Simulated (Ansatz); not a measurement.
**C₆H₁₅AlO₃: up Jacob's ladder to CCSD(T)**

The task here is to estimate one member of a computed series from the others.

Method: functionals in def2-TZVPP, the program's frozen cores in correlated methods; program: Ansatz 0.2.0, Gaussian basis.

Plan: LDA (SPW92), PBE-D4, revPBE-D4, BLYP-D4, r2SCAN-D4, B97M-V, PBE0-D4, B3LYP-D4, r2SCANh-D4, r2SCAN0-D4, HSE06-D4, BHLYP-D4, CAM-B3LYP-D4, LC-ωPBE, ωB97X-V, ωB97M-V, B2PLYP, PBE-QIDH; CCSD(T)/def2-SVP; CCSD(T)/def2-TZVPP; MP2/def2-QZVPP; extrapolation to the limit; RPA on PBE.

**Structure used throughout**

The geometry comes from an earlier relaxation with PBE0-D4 in a triple-zeta def2 set; it is a stationary point, not always the lowest conformer.

SMILES `CC[O][Al]([O]CC)[O]CC`, 25 atoms, charge 0, spin multiplicity 1.

Atoms are counted from 1 here; the program's logs count them from 0.

Bond lengths: C1–C2 1.513 Å, C1–H11 1.093 Å, C1–H12 1.093 Å, C1–H13 1.093 Å, C2–O3 1.403 Å, C2–H14 1.098 Å, C2–H15 1.096 Å, O3–Al4 1.681 Å, Al4–O5 1.682 Å, Al4–O8 1.682 Å, O5–C6 1.403 Å, C6–C7 1.513 Å, C6–H16 1.096 Å, C6–H17 1.098 Å, C7–H18 1.093 Å, C7–H19 1.093 Å, C7–H20 1.094 Å, O8–C9 1.403 Å and more. Angles: C2–C1–H11 110.6°, C2–C1–H12 110.7°, C2–C1–H13 110.5°, H11–C1–H12 108.1°, H11–C1–H13 108.6°, H12–C1–H13 108.2°, C1–C2–O3 112.3°, C1–C2–H14 109.6°, C1–C2–H15 109.9°, O3–C2–H14 110.2°, O3–C2–H15 107.7°, H14–C2–H15 106.9°, C2–O3–Al4 134.3°, O3–Al4–O5 119.9°, O3–Al4–O8 120.1°, O5–Al4–O8 120.0°, Al4–O5–C6 134.0°, O5–C6–C7 112.3° and more.

The first run:

Contents of in.yaml:

```yaml
crystal:
  periodic: [false, false, false]
  atoms:
    - {symbol: C, position_ang: [1.184962, -2.654387, -1.391849]}
    - {symbol: C, position_ang: [0.720957, -2.817489, 0.039170]}
    - {symbol: O, position_ang: [-0.064862, -1.738084, 0.470995]}
    - {symbol: Al, position_ang: [0.183561, -0.079919, 0.596356]}
    - {symbol: O, position_ang: [-1.061912, 0.917401, 1.127902]}
    - {symbol: C, position_ang: [-2.404288, 0.699263, 1.474589]}
    - {symbol: C, position_ang: [-3.209743, 0.138259, 0.323013]}
    - {symbol: O, position_ang: [1.684762, 0.578613, 0.221087]}
    - {symbol: C, position_ang: [2.194304, 1.885726, 0.181916]}
    - {symbol: C, position_ang: [1.444703, 2.764452, -0.795620]}
    - {symbol: H, position_ang: [1.812787, -1.764832, -1.493066]}
    - {symbol: H, position_ang: [1.769527, -3.521779, -1.710085]}
    - {symbol: H, position_ang: [0.328424, -2.555169, -2.063483]}
    - {symbol: H, position_ang: [1.591007, -2.939607, 0.697393]}
    - {symbol: H, position_ang: [0.118704, -3.728328, 0.134581]}
    - {symbol: H, position_ang: [-2.827159, 1.659002, 1.793144]}
    - {symbol: H, position_ang: [-2.468818, 0.020327, 2.334841]}
    - {symbol: H, position_ang: [-4.256480, 0.007472, 0.610417]}
    - {symbol: H, position_ang: [-3.173080, 0.813879, -0.535270]}
    - {symbol: H, position_ang: [-2.816507, -0.835487, 0.018043]}
    - {symbol: H, position_ang: [2.161445, 2.335959, 1.182587]}
    - {symbol: H, position_ang: [3.250195, 1.824045, -0.105628]}
    - {symbol: H, position_ang: [1.486833, 2.340569, -1.802116]}
    - {symbol: H, position_ang: [0.396110, 2.859530, -0.500305]}
    - {symbol: H, position_ang: [1.881065, 3.766385, -0.828413]}
basis:
  gaussian: {orbitals: def2-TZVPP}
hamiltonian: {xc: lda}
output: {orbitals: {seedname: orbitals}}
```

Command:

```
> ansatz run in.yaml --threads 4 --pin off --events-out ev --progress --plain --max-ram 41984MiB --backend cuda --devices 0, --max-vram 37GiB
```

Steps of the session up to this table: LDA; PBE-D4 (GGA); revPBE-D4 (GGA); BLYP-D4 (GGA); r2SCAN-D4 (meta-GGA); B97M-V (meta-GGA); B3LYP-D4 (hybrid); r2SCANh-D4 (hybrid); r2SCAN0-D4 (hybrid); HSE06-D4 (hybrid); BHLYP-D4 (hybrid); CAM-B3LYP-D4 (range-separated); LC-ωPBE (range-separated); ωB97X-V (range-separated); ωB97M-V (range-separated); B2PLYP (double hybrid); PBE-QIDH (double hybrid).

One table of the session follows, with a row left open; its other results are not shown here.

It belongs to the step «Frontier levels by functional». 

```
  functional  HOMO (eV)  gap (eV)
 LDA (SPW92)      -6.48      5.32
      PBE-D4          ?         ?
   revPBE-D4      -6.25      5.53
     BLYP-D4      -6.22      5.42
   r2SCAN-D4      -6.63      6.19
      B97M-V      -6.76      5.96
     PBE0-D4      -7.85      7.84
    B3LYP-D4      -7.61      7.32
  r2SCANh-D4      -7.21      7.04
  r2SCAN0-D4      -8.07      8.32
    HSE06-D4      -7.44      7.06
    BHLYP-D4      -9.33     10.07
CAM-B3LYP-D4      -9.30     10.16
     LC-ωPBE     -10.64     12.79
     ωB97X-V     -10.32     12.18
     ωB97M-V     -10.26     11.74
```

**Question.** Estimate the row for PBE-D4.

**Answer.** HOMO (eV): -6.32; gap (eV): 5.44. In the column «HOMO (eV)» it lies between LDA (SPW92) (-6.48) and revPBE-D4 (-6.25).
